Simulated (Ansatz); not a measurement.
**AlGa+ (quartet): from Hartree-Fock to the top rungs, aug-cc-pVDZ**

Aim: climb from Hartree-Fock through coupled cluster for AlGa+ (quartet) at one geometry and basis, and see what each rung misses.

The runs use Ansatz 0.2.0, Gaussian basis; aug-cc-pVDZ, core rule «outside noble gas», up to 19 orbitals frozen.

The runs, in order: UHF; CCSD(T) on ROHF; CCSD(T) on UHF; BCCD(T) on ROHF; CISD; CCSDT(Q) on ROHF; CCSDT(Q) on UHF; Full CI.

15 further runs of the same task are left out: 3 for a known fault of the program, 5 that didn't finish, 7 set aside as unsound or not needed.

### Step 1. The geometry

The geometry is a PBE0/def2-TZVP stationary point (not a proven minimum) of the parent state, kept for this charge and spin. No spin-orbit coupling is included. The filled d shell of Ga may be among the frozen orbitals whatever the setting's name suggests; the logs give the count.

2 atoms, charge 1, spin multiplicity 4.

Atoms are counted from 1 here; the program's logs count them from 0.

No contacts short enough for the rule that draws bonds.

As a file:

```xyz
2

Al    0.0000    0.0000    0.0000
Ga    0.0000    0.0000    3.2403
```

### Step 2. UHF

Contents of in.yaml:

```yaml
crystal:
  periodic: [false, false, false]
  atoms:
    - {symbol: Al, position_ang: [0.000000, 0.000000, 0.000000]}
    - {symbol: Ga, position_ang: [0.000000, 0.000000, 3.240300]}
basis:
  gaussian: {orbitals: aug-cc-pVDZ}
total_charge: 1
magnetization: {spin_polarized: true, initial_magnetization: 3}
hamiltonian: {xc: hf}
output: {orbitals: {seedname: orbitals}}
```

Command:

```
ansatz run in.yaml --threads 1 --pin off --events-out ev --progress --plain --max-ram 2393MiB
```

Further steps of the session: CCSD(T) on ROHF; CCSD(T) on UHF; BCCD(T) on ROHF; CISD; CCSDT(Q) on ROHF; CCSDT(Q) on UHF; Full CI.

Before running them: what should the planned runs give, taken together? Wanted: FCI below the RHF energy; RMP2 from FCI; UMP2 from FCI; RCCSD from FCI; RCCSD(T) from FCI; UCCSD(T) from FCI; RCCSDT(Q) from FCI; UCCSDT(Q) from FCI; T1 diagnostic.

The runs gave:

| quantity | value |
| --- | --- |
| FCI below the RHF energy | -1.7218 eV |
| RMP2 from FCI | +641.8 meV |
| UMP2 from FCI | +635.9 meV |
| RCCSD from FCI | +92.5 meV |
| RCCSD(T) from FCI | +48.2 meV |
| UCCSD(T) from FCI | +44.2 meV |
| RCCSDT(Q) from FCI | +1.2 meV |
| UCCSDT(Q) from FCI | -2.4 meV |
| levels within 1 kcal/mol (43 meV) | RCCSDT, UCCSDT, RCCSDT(Q), UCCSDT(Q) |
| T1 diagnostic | 0.053 |
| effectively unpaired electrons | 3.09 |

What this shows: RCCSD(T) lands +48.2 meV from the yardstick (2.8 % of the correlation energy). UCCSDT(Q) falls below full CI: unrestricted runs freeze a spin-polarised core, another one than full CI's, and coupled cluster isn't variational. The occupations are near whole numbers, but T1 = 0.053 shows that the orbitals relax strongly. These misses are within one basis, not against nature; the frozen cores of restricted and unrestricted runs differ, which can shift their rows.
